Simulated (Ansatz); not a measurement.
# GaN₂ (sextet): from Hartree-Fock to the top rungs, cc-pVDZ

How much of the correlation energy of GaN₂ (sextet) does each wave-function method recover here?

Computed with Ansatz 0.2.0, Gaussian basis. Level: cc-pVDZ, core rule «outside noble gas», up to 16 orbitals frozen.

Plan: UHF; CCSD(T) on ROHF; CCSD(T) on UHF; BCCD(T) on ROHF; CISD; CCSDT(Q) on ROHF; CCSDT(Q) on UHF; CASSCF and MRCISD+Q, 9 electrons in 10 orbitals; CASSCF and NEVPT2, 9 electrons in 10 orbitals.

44 further runs of the same task are left out: 16 for a known fault of the program, 12 that didn't finish, 16 set aside as unsound or not needed.

### Step 1. What is computed

The geometry is a PBE0/def2-TZVP stationary point (not a proven minimum) of the parent state, kept for this charge and spin. No spin-orbit coupling is included. The filled d shell of Ga may be among the frozen orbitals whatever the setting's name suggests; the logs give the count.

3 atoms, charge 0, spin multiplicity 6.

Atoms are counted from 1 here; the program's logs count them from 0.

Bond lengths: N1–Ga2 1.807 Å, Ga2–N3 1.807 Å. Angles: N1–Ga2–N3 180.0°.

As a file:

```
N     0.0000    0.0000    1.8066
Ga    0.0000    0.0000    0.0000
N     0.0000    0.0000   -1.8066
```

In the tables R marks a restricted open-shell determinant and U an unrestricted one; 'valence' is the active space of 9 electrons in 10 orbitals; energies count from the table's Hartree-Fock row.

### Step 2. UHF

File in.yaml:

```yaml
crystal:
  periodic: [false, false, false]
  atoms:
    - {symbol: N, position_ang: [0.000000, 0.000000, 1.806600]}
    - {symbol: Ga, position_ang: [0.000000, 0.000000, 0.000000]}
    - {symbol: N, position_ang: [0.000000, 0.000000, -1.806600]}
basis:
  gaussian: {orbitals: cc-pVDZ}
magnetization: {spin_polarized: true, initial_magnetization: 5}
hamiltonian: {xc: hf}
output: {orbitals: {seedname: orbitals}}
```

Run with:

```console
$ ansatz run in.yaml --threads 1 --pin off --events-out ev --progress --plain --max-ram 2393MiB
```

Output:

```text
Functional definition: HF
  name "HF"
  cite "Fock, Z. Phys. 61, 126 (1930) doi:10.1007/BF01340294"
  parent pbe
  exchange = exact_x
  correlation = 0
596 factors; integrals over basis functions are off by at most 2.9e-4 eV
mean field evaluation 1: about -55289.8763 eV, gradient 1.1e1 eV
mean field evaluation 2: about -55289.8907 eV, gradient 1.1e1 eV
mean field evaluation 4: about -55290.7173 eV, gradient 1.5e0 eV
mean field evaluation 8: about -55290.7464 eV, gradient 6.2e-4 eV
mean field evaluation 16: about -55287.1476 eV, gradient 1.3e1 eV
mean field evaluation 32: about -55288.7893 eV, gradient 8.9e0 eV
mean field -55290.74642214 eV, -2031.8974535996 hartree, gradient 7.5e-6 eV, S^2 8.783544; 0 other end points of the search recorded, 0 dependent functions left out
reference -55290.74642214 eV, -2031.8974535996 hartree; 25, 20 occupied and 30, 35 virtual orbitals, 596 factors
Total energy: -55290.74642214 eV, -2031.8974535996 hartree
```

Wall time 1.4 s (1 thread of Arm Neoverse V1, shared host).

From the report: ⟨S²⟩ of the determinant 8.784 (pure sextet: 8.75).

### Step 3. CCSD(T) on ROHF

Changes to in.yaml since step 2:

```diff
@@ -8,4 +8,3 @@
   gaussian: {orbitals: cc-pVDZ}
-magnetization: {spin_polarized: true, initial_magnetization: 5}
-hamiltonian: {xc: hf}
-output: {orbitals: {seedname: orbitals}}
+magnetization: {spin_polarized: false, initial_magnetization: 5}
+correlation: {method: ccsd_t, electrons: outside_noble_gas}
```

Launched as before.

Output (excerpt; [...] marks lines left out):

```text
Functional definition: HF
  name "HF"
  cite "Fock, Z. Phys. 61, 126 (1930) doi:10.1007/BF01340294"
  parent pbe
[...]
596 factors; integrals over basis functions are off by at most 2.9e-4 eV
[...]
mean field -55290.33664760 eV, -2031.8823946631 hartree, gradient 1.4e-6 eV, S^2 8.750000; 10 other end points of the search recorded, 0 dependent functions left out
[...]
determinant -55290.33664760 eV, -2031.8823946631 hartree, with singles and doubles -55298.20261384 eV, -2032.1714635906 hartree
determinant -55289.35674978 eV, -2031.8463840825 hartree, with singles and doubles -55297.05899175 eV, -2032.1294362541 hartree
determinant -55287.05975303 eV, -2031.7619710086 hartree, with singles and doubles -55296.89337693 eV, -2032.1233500218 hartree
16 core orbitals not correlated: weight in the atoms' cores, before any rotation towards them, 0.859 or more for the frozen orbitals, at most 0.137 for the correlated occupied ones
reference -55290.33664760 eV, -2031.8823946631 hartree; 9, 4 occupied and 30, 35 virtual orbitals, 596 factors
second order -6.58665670 eV of doubles, -0.24266207 eV of singles
cycle   1  -7.86700762 eV  change   -1.0e-3 eV  update   1.2e-3
[...]
cycle   8  -7.86774585 eV  change    8.3e-6 eV  update   3.7e-6
perturbative correction -0.20854722 eV, -0.0076639691 hartree
Total energy: -55298.41294067 eV, -2032.1791929592 hartree
```

Run time: 6.5 s. Hardware: 1 thread of Arm Neoverse V1, shared host.

From the report: correlation -8.0763 eV; T1 0.026; largest double amplitude 0.07.

### Step 4. CCSD(T) on UHF

Changes to in.yaml since step 3:

```diff
@@ -8,3 +8,3 @@
   gaussian: {orbitals: cc-pVDZ}
-magnetization: {spin_polarized: false, initial_magnetization: 5}
+magnetization: {spin_polarized: true, initial_magnetization: 5}
 correlation: {method: ccsd_t, electrons: outside_noble_gas}
```

Launched as before.

Output (excerpt; [...] marks lines left out):

```text
Functional definition: HF
  name "HF"
  cite "Fock, Z. Phys. 61, 126 (1930) doi:10.1007/BF01340294"
  parent pbe
[...]
596 factors; integrals over basis functions are off by at most 2.9e-4 eV
[...]
mean field -55290.74642214 eV, -2031.8974535996 hartree, gradient 2.4e-6 eV, S^2 8.783544; 6 other end points of the search recorded, 0 dependent functions left out
determinant -55290.74642214 eV, -2031.8974535996 hartree, with singles and doubles -55298.21765490 eV, -2032.1720163394 hartree
determinant -55289.69077751 eV, -2031.8586593751 hartree, with singles and doubles -55297.06820035 eV, -2032.1297746639 hartree
determinant -55288.77292356 eV, -2031.8249288647 hartree, with singles and doubles -55296.96464443 eV, -2032.1259690539 hartree
16 core orbitals not correlated: weight in the atoms' cores, before any rotation towards them, 0.834 or more for the frozen orbitals, at most 0.162 for the correlated occupied ones
reference -55290.74642214 eV, -2031.8974535996 hartree; 9, 4 occupied and 30, 35 virtual orbitals, 596 factors
second order -6.35751307 eV of doubles, -0.00000000 eV of singles
cycle   1  -7.47186555 eV  change   -6.3e-4 eV  update   1.1e-3
[...]
cycle   7  -7.47244854 eV  change    5.6e-6 eV  update   6.2e-6
perturbative correction -0.19507347 eV, -0.0071688179 hartree
Total energy: -55298.41394416 eV, -2032.1792298365 hartree
```

Run time: 4.8 s. Hardware: 1 thread of Arm Neoverse V1, shared host.

From the report: ⟨S²⟩ of the determinant 8.784 (pure sextet: 8.75); correlation -7.6675 eV; T1 0.020; largest double amplitude 0.07.

### Step 5. BCCD(T) on ROHF

Changes to in.yaml since step 4:

```diff
@@ -8,3 +8,3 @@
   gaussian: {orbitals: cc-pVDZ}
-magnetization: {spin_polarized: true, initial_magnetization: 5}
-correlation: {method: ccsd_t, electrons: outside_noble_gas}
+magnetization: {spin_polarized: false, initial_magnetization: 5}
+correlation: {method: bccd_t, electrons: outside_noble_gas}
```

Launched as before.

Output (excerpt; [...] marks lines left out):

```text
Functional definition: HF
  name "HF"
  cite "Fock, Z. Phys. 61, 126 (1930) doi:10.1007/BF01340294"
  parent pbe
[...]
596 factors; integrals over basis functions are off by at most 2.9e-4 eV
[...]
mean field -55290.33664760 eV, -2031.8823946631 hartree, gradient 1.4e-6 eV, S^2 8.750000; 10 other end points of the search recorded, 0 dependent functions left out
[...]
determinant -55290.33664760 eV, -2031.8823946631 hartree, with singles and doubles -55298.20261384 eV, -2032.1714635906 hartree
determinant -55289.35674978 eV, -2031.8463840825 hartree, with singles and doubles -55297.05899175 eV, -2032.1294362541 hartree
determinant -55287.05975303 eV, -2031.7619710086 hartree, with singles and doubles -55296.89337693 eV, -2032.1233500218 hartree
16 core orbitals not correlated: weight in the atoms' cores, before any rotation towards them, 0.859 or more for the frozen orbitals, at most 0.137 for the correlated occupied ones
reference -55290.33664760 eV, -2031.8823946631 hartree; 9, 4 occupied and 30, 35 virtual orbitals, 596 factors
second order -6.58665670 eV of doubles, -0.24266207 eV of singles
cycle   1  -7.86018383 eV  change    5.8e-3 eV  update   1.0e-2
[...]
cycle   8  -7.85804594 eV  change   -6.9e-6 eV  update   1.5e-5
perturbative correction -0.21412873 eV, -0.0078690856 hartree
Total energy: -55298.40882227 eV, -2032.1790416108 hartree
```

It took 6.5 s on 1 thread of Arm Neoverse V1, shared host.

From the report: correlation -8.0722 eV; largest double amplitude 0.07.

### Step 6. CISD

Changes to in.yaml since step 5:

```diff
@@ -9,2 +9,2 @@
 magnetization: {spin_polarized: false, initial_magnetization: 5}
-correlation: {method: bccd_t, electrons: outside_noble_gas}
+correlation: {active_space: {ras: {orbitals: [4, 5, 30], electrons: 13, max_holes: 2, max_particles: 2}, fixed_orbitals: true}}
```

Same command.

Output:

```text
Functional definition: HF
  name "HF"
  cite "Fock, Z. Phys. 61, 126 (1930) doi:10.1007/BF01340294"
  parent pbe
  exchange = exact_x
  correlation = 0
596 factors; integrals over basis functions are off by at most 2.9e-4 eV
mean field evaluation 1: about -55289.7835 eV, gradient 1.0e1 eV
mean field evaluation 2: about -55289.7983 eV, gradient 1.0e1 eV
mean field evaluation 4: about -55290.3323 eV, gradient 8.1e-1 eV
mean field evaluation 8: about -55290.3366 eV, gradient 4.2e-4 eV
mean field evaluation 16: about -55289.3567 eV, gradient 2.7e-5 eV
mean field evaluation 32: about -55290.3363 eV, gradient 1.0e-1 eV
mean field -55290.33664760 eV, -2031.8823946631 hartree, gradient 1.4e-6 eV, S^2 8.750000; 9 other end points of the search recorded, 0 dependent functions left out
reference -55290.33664760 eV, -2031.8823946631 hartree; 25, 20 occupied and 30, 35 virtual orbitals, 596 factors
state -55297.53825892 eV, -2032.1470489978 hartree
Total energy: -55297.53825892 eV, -2032.1470489978 hartree
```

It took 25 s on 1 thread of Arm Neoverse V1, shared host.

From the report: 91,406 determinants.

### Step 7. CCSDT(Q) on ROHF

Changes to in.yaml since step 6:

```diff
@@ -9,2 +9,2 @@
 magnetization: {spin_polarized: false, initial_magnetization: 5}
-correlation: {active_space: {ras: {orbitals: [4, 5, 30], electrons: 13, max_holes: 2, max_particles: 2}, fixed_orbitals: true}}
+correlation: {method: ccsdt_q, electrons: outside_noble_gas}
```

Launched as before.

Output (excerpt; [...] marks lines left out):

```text
Functional definition: HF
  name "HF"
  cite "Fock, Z. Phys. 61, 126 (1930) doi:10.1007/BF01340294"
  parent pbe
[...]
1049 factors; integrals over basis functions are off by at most 1.8e-7 eV
[...]
mean field -55290.33703893 eV, -2031.8824090444 hartree, gradient 1.5e-6 eV, S^2 8.750000; 10 other end points of the search recorded, 0 dependent functions left out
[...]
determinant -55290.33703893 eV, -2031.8824090444 hartree, with singles and doubles -55298.20301484 eV, -2032.1714783272 hartree
determinant -55289.35713891 eV, -2031.8463983827 hartree, with singles and doubles -55297.05939238 eV, -2032.1294509768 hartree
determinant -55287.06012116 eV, -2031.7619845372 hartree, with singles and doubles -55296.89375938 eV, -2032.1233640766 hartree
16 core orbitals not correlated: weight in the atoms' cores, before any rotation towards them, 0.859 or more for the frozen orbitals, at most 0.137 for the correlated occupied ones
reference -55290.33703893 eV, -2031.8824090444 hartree; 9, 4 occupied and 30, 35 virtual orbitals, 1049 factors
second order -6.58666454 eV of doubles, -0.24266267 eV of singles
cycle   1  -7.54497086 eV  change   -7.1e-1 eV  update   8.7e-2
[...]
cycle  23  -8.11542727 eV  change   -3.1e-7 eV  update   1.3e-6
perturbative correction -0.01744019 eV, -0.0006409153 hartree
Total energy: -55298.46990640 eV, -2032.1812864110 hartree
```

Run time: 47 s. Hardware: 1 thread of Arm Neoverse V1, shared host; peak memory 0.53 GiB.

From the report: correlation -8.1329 eV; T1 0.026; largest double amplitude 0.09.

### Step 8. CCSDT(Q) on UHF

Changes to in.yaml since step 7:

```diff
@@ -8,3 +8,3 @@
   gaussian: {orbitals: cc-pVDZ}
-magnetization: {spin_polarized: false, initial_magnetization: 5}
+magnetization: {spin_polarized: true, initial_magnetization: 5}
 correlation: {method: ccsdt_q, electrons: outside_noble_gas}
```

The command is unchanged.

Output (excerpt; [...] marks lines left out):

```text
Functional definition: HF
  name "HF"
  cite "Fock, Z. Phys. 61, 126 (1930) doi:10.1007/BF01340294"
  parent pbe
[...]
1049 factors; integrals over basis functions are off by at most 1.8e-7 eV
[...]
mean field -55290.74681544 eV, -2031.8974680530 hartree, gradient 2.5e-6 eV, S^2 8.783544; 6 other end points of the search recorded, 0 dependent functions left out
determinant -55290.74681544 eV, -2031.8974680530 hartree, with singles and doubles -55298.21805684 eV, -2032.1720311104 hartree
determinant -55289.69116671 eV, -2031.8586736780 hartree, with singles and doubles -55297.06860150 eV, -2032.1297894060 hartree
determinant -55288.77329063 eV, -2031.8249423543 hartree, with singles and doubles -55296.96502511 eV, -2032.1259830438 hartree
16 core orbitals not correlated: weight in the atoms' cores, before any rotation towards them, 0.834 or more for the frozen orbitals, at most 0.162 for the correlated occupied ones
reference -55290.74681544 eV, -2031.8974680530 hartree; 9, 4 occupied and 30, 35 virtual orbitals, 1049 factors
second order -6.35751966 eV of doubles, -0.00000000 eV of singles
cycle   1  -7.11885659 eV  change   -7.6e-1 eV  update   8.7e-2
[...]
cycle  24  -7.71012352 eV  change   -3.2e-7 eV  update   7.6e-7
perturbative correction -0.01833772 eV, -0.0006738988 hartree
Total energy: -55298.47527667 eV, -2032.1814837649 hartree
```

Run time: 40 s. Hardware: 1 thread of Arm Neoverse V1, shared host; peak memory 0.42 GiB.

From the report: ⟨S²⟩ of the determinant 8.784 (pure sextet: 8.75); correlation -7.7285 eV; T1 0.021; largest double amplitude 0.09.

### Step 9. CASSCF and MRCISD+Q, 9 electrons in 10 orbitals

File in.yaml:

```yaml
crystal:
  periodic: [false, false, false]
  atoms:
    - {symbol: N, position_ang: [0.000000, 0.000000, 1.806600]}
    - {symbol: Ga, position_ang: [0.000000, 0.000000, 0.000000]}
    - {symbol: N, position_ang: [0.000000, 0.000000, -1.806600]}
basis:
  gaussian: {orbitals: cc-pVDZ}
magnetization: {spin_polarized: false, initial_magnetization: 5}
correlation: {method: fic_mrcisd_q, electrons: outside_noble_gas, active_space: {window: {electrons: 9, orbitals: 10}, shells: [{species: Ga, l: s, shell: 4}, {species: Ga, l: p, shell: 4}, {species: "N", l: p, shell: 2}]}}
```

The command is unchanged.

Output (excerpt; [...] marks lines left out):

```text
Functional definition: HF
  name "HF"
  cite "Fock, Z. Phys. 61, 126 (1930) doi:10.1007/BF01340294"
  parent pbe
[...]
1049 factors; integrals over basis functions are off by at most 1.8e-7 eV
[...]
mean field -55290.33703893 eV, -2031.8824090444 hartree, gradient 1.5e-6 eV, S^2 8.750000; 9 other end points of the search recorded, 0 dependent functions left out
reference -55290.33703893 eV, -2031.8824090444 hartree; 25, 20 occupied and 30, 35 virtual orbitals, 1049 factors
state -55291.74718469 eV, -2031.9342309450 hartree
contracted CI cycle   1: correlation 0.00000000 eV, 0.0000000000 hartree, residual 2.30e1 eV
contracted CI cycle   2: correlation -5.95415042 eV, -0.2188109919 hartree, residual 3.76e0 eV
contracted CI cycle   3: correlation -6.14602202 eV, -0.2258621434 hartree, residual 8.53e-1 eV
contracted CI cycle   4: correlation -6.15724241 eV, -0.2262744849 hartree, residual 2.77e-1 eV
contracted CI cycle   5: correlation -6.15836930 eV, -0.2263158976 hartree, residual 9.06e-2 eV
contracted CI cycle   6: correlation -6.15848019 eV, -0.2263199725 hartree, residual 2.53e-2 eV
contracted CI cycle   7: correlation -6.15848847 eV, -0.2263202770 hartree, residual 6.86e-3 eV
contracted CI cycle   8: correlation -6.15848910 eV, -0.2263203001 hartree, residual 2.20e-3 eV
contracted CI cycle   9: correlation -6.15848917 eV, -0.2263203026 hartree, residual 7.49e-4 eV
state -55291.74718469 eV, -2031.9342309450 hartree; corrected -55298.43404478 eV, -2032.1799685209 hartree
Total energy: -55298.43404478 eV, -2032.1799685209 hartree
Checks for a lower state left out: starts, orbital_swaps
```

It took 11 s on 1 thread of Arm Neoverse V1, shared host; peak memory 0.56 GiB.

From the report: 678 determinants; active occupations 1.97, 1.96, 1.00, 1.00, 1.00, 1.00, 0.99, 0.03, 0.03, 0.02.

### Step 10. CASSCF and NEVPT2, 9 electrons in 10 orbitals

File in.yaml:

```yaml
crystal:
  periodic: [false, false, false]
  atoms:
    - {symbol: N, position_ang: [0.000000, 0.000000, 1.806600]}
    - {symbol: Ga, position_ang: [0.000000, 0.000000, 0.000000]}
    - {symbol: N, position_ang: [0.000000, 0.000000, -1.806600]}
basis:
  gaussian: {orbitals: cc-pVDZ}
magnetization: {spin_polarized: false, initial_magnetization: 5}
correlation: {method: sc_nevpt2, electrons: outside_noble_gas, active_space: {window: {electrons: 9, orbitals: 10}, shells: [{species: Ga, l: s, shell: 4}, {species: Ga, l: p, shell: 4}, {species: "N", l: p, shell: 2}]}}
```

Launched as before.

Output:

```text
Functional definition: HF
  name "HF"
  cite "Fock, Z. Phys. 61, 126 (1930) doi:10.1007/BF01340294"
  parent pbe
  exchange = exact_x
  correlation = 0
1049 factors; integrals over basis functions are off by at most 1.8e-7 eV
mean field evaluation 1: about -55289.7836 eV, gradient 1.0e1 eV
mean field evaluation 2: about -55289.7988 eV, gradient 1.0e1 eV
mean field evaluation 4: about -55290.3327 eV, gradient 8.1e-1 eV
mean field evaluation 8: about -55290.3370 eV, gradient 4.3e-4 eV
mean field evaluation 16: about -55289.3571 eV, gradient 3.4e-5 eV
mean field evaluation 32: about -55290.3367 eV, gradient 1.0e-1 eV
mean field -55290.33703893 eV, -2031.8824090444 hartree, gradient 1.5e-6 eV, S^2 8.750000; 9 other end points of the search recorded, 0 dependent functions left out
reference -55290.33703893 eV, -2031.8824090444 hartree; 25, 20 occupied and 30, 35 virtual orbitals, 1049 factors
state -55291.74718469 eV, -2031.9342309450 hartree
state -55291.74718469 eV, -2031.9342309450 hartree; corrected -55297.38976191 eV, -2032.1415918333 hartree
Total energy: -55297.38976191 eV, -2032.1415918333 hartree
Checks for a lower state left out: starts, orbital_swaps
```

Run time: 7 s. Hardware: 1 thread of Arm Neoverse V1, shared host.

From the report: 678 determinants; active occupations 1.97, 1.96, 1.00, 1.00, 1.00, 1.00, 0.99, 0.03, 0.03, 0.02.

### Step 11. Natural occupations

Natural occupations of the CASSCF valence state about the gap (report; correlated orbitals 1 to 10): 1.967, 1.961, 1.003, 1.003, 0.996, 0.996, 0.985, 0.033, 0.033, 0.024. The count of effectively unpaired electrons, Σ n²(2 − n)², is 5.02; a single determinant of this spin has 5.

### Step 12. The ladder

The yardstick is UCCSDT(Q), where the cluster series has nearly closed. Rows without a time come out of other runs: HF, MP2 and CCSD of CCSD(T), CCSDT of CCSDT(Q), CASSCF and MRCISD of the multireference runs.

Differences are taken before rounding.

```
          method  energy from the lowest RHF (kJ/mol)  from UCCSDT(Q) (kJ/mol)   time
             RHF                                  0.0                   +785.3       
             UHF                                -39.5                   +745.7       
            RMP2                               -658.9                   +126.3       
            UMP2                               -652.9                   +132.3       
           RCCSD                               -759.1                    +26.1       
           UCCSD                               -760.5                    +24.7       
        RCCSD(T)                               -779.2                     +6.0  6.5 s
        UCCSD(T)                               -779.3                     +5.9  4.8 s
         BCCD(T)                               -778.8                     +6.4  6.5 s
          RCCSDT                               -783.1                     +2.2       
          UCCSDT                               -783.5                     +1.8       
       RCCSDT(Q)                               -784.7                     +0.5   47 s
       UCCSDT(Q)                               -785.3                        0   40 s
  CASSCF valence                               -136.1                   +649.2       
  NEVPT2 valence                               -680.5                   +104.7    7 s
  MRCISD valence                               -730.3                    +55.0       
MRCISD+Q valence                               -781.3                     +4.0   11 s
```

Among the levels timed on like hardware and quicker than the yardstick, those that no quicker one beats, quickest first: UCCSD(T) (4.8 s, +5.9 kJ/mol); MRCISD+Q valence (11 s, +4.0 kJ/mol).

Not comparable, so not listed: CISD (they don't share determinant, frozen orbitals or solution with the rows shown, or repeat one).

### Step 13. Summary of results

| quantity | value |
| --- | --- |
| UCCSDT(Q) below the RHF energy | -8.1386 eV |
| RMP2 from UCCSDT(Q) | +126.3 kJ/mol |
| UMP2 from UCCSDT(Q) | +132.3 kJ/mol |
| RCCSD from UCCSDT(Q) | +26.1 kJ/mol |
| RCCSD(T) from UCCSDT(Q) | +6.0 kJ/mol |
| UCCSD(T) from UCCSDT(Q) | +5.9 kJ/mol |
| RCCSDT(Q) from UCCSDT(Q) | +0.5 kJ/mol |
| NEVPT2 valence from UCCSDT(Q) | +104.7 kJ/mol |
| MRCISD+Q valence from UCCSDT(Q) | +4.0 kJ/mol |
| levels within 1 kcal/mol (43 meV) | RCCSDT, UCCSDT, RCCSDT(Q), MRCISD+Q valence |
| T1 diagnostic | 0.026 |
| effectively unpaired electrons | 5.02 |

**Reading.** RCCSD(T) lands +6.0 kJ/mol from the yardstick (0.8 % of the correlation energy). One determinant dominates. Of the multireference levels listed MRCISD+Q valence comes nearest in total energy (+4.0 kJ/mol), which doesn't show that its space is the better one. These misses are within one basis, not against nature; the frozen cores of restricted and unrestricted runs differ, which can shift their rows.

MRCISD+Q valence reaches 4.0 kJ/mol from the reference in 11 s, where UCCSDT(Q) took 40 s; the quickest level in the cost chart, UCCSD(T), takes 4.8 s and misses by 5.9 kJ/mol.
